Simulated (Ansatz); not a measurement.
# C₃H₅Al, SMILES CC#[C][AlH2]: a short molecular-dynamics run

With the Python package of Ansatz (0.2.0).

At the Python prompt:
```pycon
>>> import ansatz as az
>>> import numpy as np
>>> BASIS = '6-31G'
>>> XC = 'pbe0'
>>> N_STEPS = 30
>>> TEMPERATURE_K = 300
>>> GEOMETRY = '''
... C     0.38730    1.64000   -1.09540
... C     0.09510    0.47420   -0.31840
... C    -0.13170   -0.51650    0.31930
... Al   -0.34310   -2.10910    1.37690
... H     1.03400    2.34740   -0.57540
... H     0.78920    1.42190   -2.08330
... H    -0.59590    2.21260   -1.27720
... H    -0.34630   -3.53540    0.66910
... H    -0.80020   -1.98140    2.96730
... '''
>>> c3h5al = az.Crystal.molecule()
>>> for line in GEOMETRY.strip().splitlines():
...     symbol, *xyz = line.split()
...     c3h5al = c3h5al.atom(symbol, [float(v) for v in xyz])
...
>>> calc = c3h5al.calculation()
>>> calc = calc.basis(gaussian=BASIS)
>>> calc = calc.functional(XC).scf(lower_state_search='standard')
>>> calc = calc.md('nve', timestep=0.5, steps=N_STEPS, temperature=TEMPERATURE_K, initial_velocities='maxwell_boltzmann', seed=9)
>>> frames = []
>>> calc.session().plan().execute(on_event=lambda e: frames.append(e['data']) if e['event'] == 'md_step' else None)
<ansatz.RunOutcome object at 0x...>
>>> print('t (fs)   E_pot (eV)      E_kin (eV)   T (K)   d(0-1) (A)')
t (fs)   E_pot (eV)      E_kin (eV)   T (K)   d(0-1) (A)
>>> for f in frames[::2]:
...     xyz = np.array(f['positions_ang'])
...     print(f'{f["time_fs"]:6.2f} {f["lagrangian_ev"]:14.5f} {f["e_kin_ev"]:10.5f} {f["temperature_k"]:8.1f} {np.linalg.norm(xyz[0] - xyz[1]):9.4f}')
...
  0.00    -9778.65901    0.27145    300.0    1.4312
  1.00    -9778.66637    0.27848    307.8    1.4286
  2.00    -9778.67503    0.28670    316.9    1.4258
  3.00    -9778.65928    0.27080    299.3    1.4236
  4.00    -9778.61327    0.22530    249.0    1.4229
  5.00    -9778.56690    0.17951    198.4    1.4244
  6.00    -9778.55210    0.16450    181.8    1.4284
  7.00    -9778.55888    0.17078    188.7    1.4352
  8.00    -9778.55893    0.17079    188.8    1.4442
  9.00    -9778.54674    0.15884    175.5    1.4548
 10.00    -9778.53497    0.14725    162.7    1.4659
 11.00    -9778.53479    0.14710    162.6    1.4761
 12.00    -9778.54800    0.16016    177.0    1.4843
 13.00    -9778.56511    0.17700    195.6    1.4893
 14.00    -9778.57189    0.18377    203.1    1.4904
 15.00    -9778.57069    0.18299    202.2    1.4872
>>> kept = np.array([f['conserved_ev'] for f in frames])
>>> print(f'conserved energy moves by at most {1000 * np.ptp(kept):.3f} meV')
conserved energy moves by at most 1.076 meV
>>> symbols = [site.symbol for site in c3h5al.cartesian_sites]
>>> with open('last_frame.xyz', 'w') as handle:
...     handle.write(f'{len(symbols)}\nt = {frames[-1]["time_fs"]} fs\n')
...     handle.writelines('{:2s} {:10.5f} {:10.5f} {:10.5f}\n'.format(s, *xyz) for s, xyz in zip(symbols, frames[-1]['positions_ang']))
...
14
```

`last_frame.xyz`, as written:
```text
9
t = 15.0 fs
C     0.38357    1.66736   -1.07423
C     0.09558    0.41405   -0.32712
C    -0.19539   -0.57623    0.29607
Al   -0.32256   -2.06132    1.37791
H     1.17133    2.21558   -0.51219
H     0.76283    1.39507   -2.07132
H    -0.46386    2.28747   -1.16602
H    -0.26942   -3.49032    0.65698
H    -0.87222   -2.11927    2.89439
```

Notes:
- These settings explore the input space; basis and method may be short of convergence.
- The trajectory is only some femtoseconds long, so its temperature is not equilibrated; where the script doesn't relax first, it starts from a rough generated geometry.
- The temperature counts the internal degrees of freedom alone.
- It ran for 67 s on 1 thread of Arm Neoverse V1, with other jobs on the host, peak memory 0.18 GiB.

(Lines on the test bed's own set-up are left out of the output.)
